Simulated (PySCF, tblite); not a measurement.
# C6H9P: geometry, infrared bands and NMR shifts

Aim: predict the infrared bands and NMR shifts of C6H9P (`C=C[C@@H]1P[C@H]1C=C`).

Computed with tblite 0.8.0 and PySCF 2.14.0, with density-fitted response routines of our own, on a single molecule in the gas phase. Atoms are numbered from 0 throughout.

### 1 The molecule as given

16 atoms, charge 0, multiplicity 1; geometry from: force field or distance geometry start.

Bonds of the start (Å): C0–C1 1.32, C1–C2 1.53, C2–P3 1.85, P3–C4 1.86, C4–C5 1.50, C5–C6 1.35, C4–C2 1.47, C0–H7 1.09, C0–H8 1.10, C1–H9 1.08, C2–H10 1.12, P3–H11 1.48, C4–H12 1.10, C5–H13 1.08, C6–H14 1.09, C6–H15 1.09.

### 2 Relaxing the molecule with GFN2-xTB

What the job is given:

```
{"job": {"kind": "relax", "xc": "GFN2-xTB", "basis": "xTB"}, "charge": 0, "multiplicity": 1}
C     -3.028800     0.663100    -0.134400
C     -1.748000     0.907000    -0.348800
C     -0.712700    -0.173200    -0.053200
P     -0.074200    -0.033200     1.681100
C      0.694200     0.263800     0.015400
C      1.823300    -0.687400    -0.224900
C      2.923000    -0.458900     0.527200
H     -3.755300     1.446500    -0.335100
H     -3.338500    -0.323000     0.244800
H     -1.404600     1.865200    -0.707500
H     -0.991800    -1.215700    -0.342700
H      0.251100    -1.329500     2.307700
H      0.904200     1.289700    -0.307500
H      1.783200    -1.499100    -0.942200
H      2.860600     0.387100     1.219400
H      3.806700    -1.093400     0.459200
```

Command:

```sh
$ OMP_NUM_THREADS=1 python probes_run.py task.json out
```

One launch serves the whole session: the jobs run in the order shown.

**Question.** This job is followed by: GFN2-xTB harmonic vibrations, gas phase; GIAO PBE0/pcSseg-1 NMR shielding, non-relativistic, gas phase. What will the session give for the following? strongest single infrared mode (GFN2-xTB); zero-point energy (GFN2-xTB); 13C shifts against TMS (PBE0/pcSseg-1, means over atoms taken as alike); 1H shifts against TMS (PBE0/pcSseg-1, means over atoms taken as alike); 31P shifts against H3PO4 (PBE0/pcSseg-1).

The runs gave:

| quantity | value |
| --- | --- |
| strongest single infrared mode (GFN2-xTB) | 2237 cm⁻¹, 158 km/mol |
| zero-point energy (GFN2-xTB) | 79.1 kcal/mol |
| 13C shifts against TMS (PBE0/pcSseg-1, means over atoms taken as alike) | 149.2, 119.9, 35.8 ppm |
| 1H shifts against TMS (PBE0/pcSseg-1, means over atoms taken as alike) | 5.62, 5.40, 5.31, 2.24, 0.21 ppm |
| 31P shifts against H3PO4 (PBE0/pcSseg-1) | -252.9 ppm |

The optimisation took 116 steps and gained 0.998 eV; among the close pairs (by a distance rule), P3–H11 changed most, from 1.476 to 1.402 Å. No mode is imaginary among the 42: a minimum at this level. The strongest single mode, at 2237 cm⁻¹, moves mainly H11. Unscaled tight-binding wavenumbers are off by several per cent, some by more. Its intensities can rank the bands wrongly. The most deshielded carbon is C1, C5 (mean) (alkene CH), at 149.2 ppm: as expected for a trigonal carbon in a double bond. At PBE0/pcSseg-1: Shielding is most anisotropic at P3 (span 460 ppm, paramagnetic term -395 ppm).
